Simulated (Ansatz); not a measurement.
The system is Ba2Tl5V3O12.

```
CELL_PARAMETERS angstrom
6.06147 0.00000 0.00000
-2.48324 5.58450 0.00000
-2.28447 -2.42817 13.72687
ATOMIC_POSITIONS crystal
Ba 0.88251 0.01561 0.47320
Ba 0.57886 0.79688 0.88922
V 0.26936 0.10580 0.98468
V 0.11629 0.55820 0.33914
V 0.60807 0.30696 0.66552
Tl 0.48361 0.28991 0.38373
Tl 0.08311 0.07485 0.74869
Tl 0.77279 0.89398 0.17719
Tl 0.29791 0.66599 0.60107
Tl 0.97201 0.46636 0.04740
O 0.02458 0.05647 0.04354
O 0.16369 0.86975 0.88754
O 0.33585 0.37289 0.93818
O 0.53308 0.10242 0.04892
O 0.42674 0.67762 0.40063
O 0.95197 0.64202 0.41211
O 0.00696 0.24041 0.32565
O 0.08373 0.64865 0.23032
O 0.85890 0.33214 0.61652
O 0.63673 0.58163 0.72390
O 0.56343 0.09920 0.74423
O 0.34984 0.20226 0.56862
```

The cell was built by a generator and needn't be a form met in nature.

Base run:

- Program: Ansatz 0.2.0
- Functional: PBE
- Potentials or basis: Ansatz PAW
- Cutoff: 420 eV (not typed: the program's choice for these potentials)
- k mesh: 5 × 5 × 2
- Occupations: fermi-dirac, width 0.05 eV
- Spin: collinear spin, ferromagnetic start
- Starting moments: [0.0, 0.0, 2.0, 2.0, 2.0, 0.0, 0.0, 0.0, 0.0, 0.0, 0.0, 0.0, 0.0, 0.0, 0.0, 0.0, 0.0, 0.0, 0.0, 0.0, 0.0, 0.0] μB

Its results: band gap on the k mesh 3.02 eV, indirect (least direct gap 3.03 eV); pressure 0.0 GPa; net moment 0.00 μB per cell; largest force 0.006 eV/Å.

Task: The run is repeated on the same cell with these changes: hubbard terms from none to V d U = 6 eV; hubbard projectors from none to ortho-atomic (the default). What comes out?

Result: Band gap on the k mesh 3.05 eV, direct; pressure 0.5 GPa; net moment 0.00 μB per cell; largest force 0.204 eV/Å.

Caveats: odd divisions of the mesh miss points on the zone boundary, where band edges often lie, so the gap on the mesh can be too wide; spin-orbit coupling is left out, which as a rule narrows the gap of such compounds by several tenths of an eV; the starting moments weren't kept; the magnetic or orbital state may not be the lowest (some runs).

A k mesh can miss the band edges.
